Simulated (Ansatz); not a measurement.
CsK2Pt, space group P4/mbm, a breakdown of dispersion, smearing and cutoff terms

Computed with Ansatz's Python interface.

Input file `csk2pt.extxyz`:
```text
8
Lattice="7.823599 0.0 0.0 0.0 7.823599 0.0 0.0 0.0 5.591876" Properties=species:S:1:pos:R:3 pbc="T T T"
K     1.29633906    5.20813856    2.79593800
K     6.52725994    2.61546044    2.79593800
K     5.20813856    6.52725994    2.79593800
K     2.61546044    1.29633906    2.79593800
Cs    3.91179950    3.91179950    0.00000000
Cs    0.00000000    0.00000000    0.00000000
Pt    3.91179950    0.00000000    0.00000000
Pt    0.00000000    3.91179950    0.00000000
```

At the Python prompt:
```pycon
>>> import ansatz as az
>>> SMEARING_WIDTH = 0.05
>>> KGRID = (3, 3, 4)
>>> xtal = az.Crystal.from_extxyz("csk2pt.extxyz")
>>> [site.symbol for site in xtal.resolved().sites]
['K', 'K', 'K', 'K', 'Cs', 'Cs', 'Pt', 'Pt']
>>> setup = (
...     xtal.calculation()
...     .occupations(az.OccupationsMethod.FERMI_DIRAC, width=SMEARING_WIDTH)
...     .kpoints(*KGRID)
... )
>>> with_term = setup.functional("pbe", dispersion="d4").basis(380).cutoff_correction(530).run(threads=1).report
DeckWarning: basis.ecutwfc = 380 eV is below the records' recommended 420 eV, and the density's cutoff is lower with it unless basis.ecutrho_ratio is high enough to keep the records' density cutoff: compare with a run at a higher cutoff
>>> without = setup.functional("pbe").basis(380).run(threads=1).report
>>> finer = setup.functional("pbe").basis(530).run(threads=1).report
>>> removed = az.free_energy_without(with_term, az.EnergyTerm.DISPERSION)
>>> print(f"dispersion term            {with_term['components']['e_disp']:.5f} eV")
dispersion term            -0.86949 eV
>>> print(f"F less dispersion          {removed:.5f} eV, run without it {without['free_energy_ev']:.5f} eV")
F less dispersion          -42537.48465 eV, run without it -42537.48465 eV
>>> print(f"F less smearing term       {az.free_energy_without(without, az.EnergyTerm.SMEARING):.5f} eV")
F less smearing term       -42537.42728 eV
>>> print(f"estimated gain to 530 eV   {with_term['cutoff_correction']['energy_ev']:.5f} eV, found {finer['free_energy_ev'] - without['free_energy_ev']:.5f} eV")
estimated gain to 530 eV   -0.00556 eV, found -0.00570 eV
```

What to keep in mind:
- Absolute energies stand on the zero of these potentials, so only differences at equal settings mean something. A total without «per atom» is that of the whole cell that was run.
- The cutoff lies under the one recommended for these potentials in some of the runs.
- The run is spin-unpolarised.
- Dispersion corrections can be off by several per cent in the lattices of metals, and by several GPa in the pressure at a fixed cell.
- The mesh is modest for a metal, so energies can be off by several to tens of meV an atom and pressures by half a GPa or more; differences at equal mesh fare better.
- Spin-orbit coupling, which matters for elements this heavy, is left out.
- The structure comes from a database of computed cells and needn't be a stable or known phase.
- Warnings are shown shortened and without file and line.
- Run time: 36 s on 1 thread of Arm Neoverse V1, with other jobs on the host, peak memory 0.71 GiB.
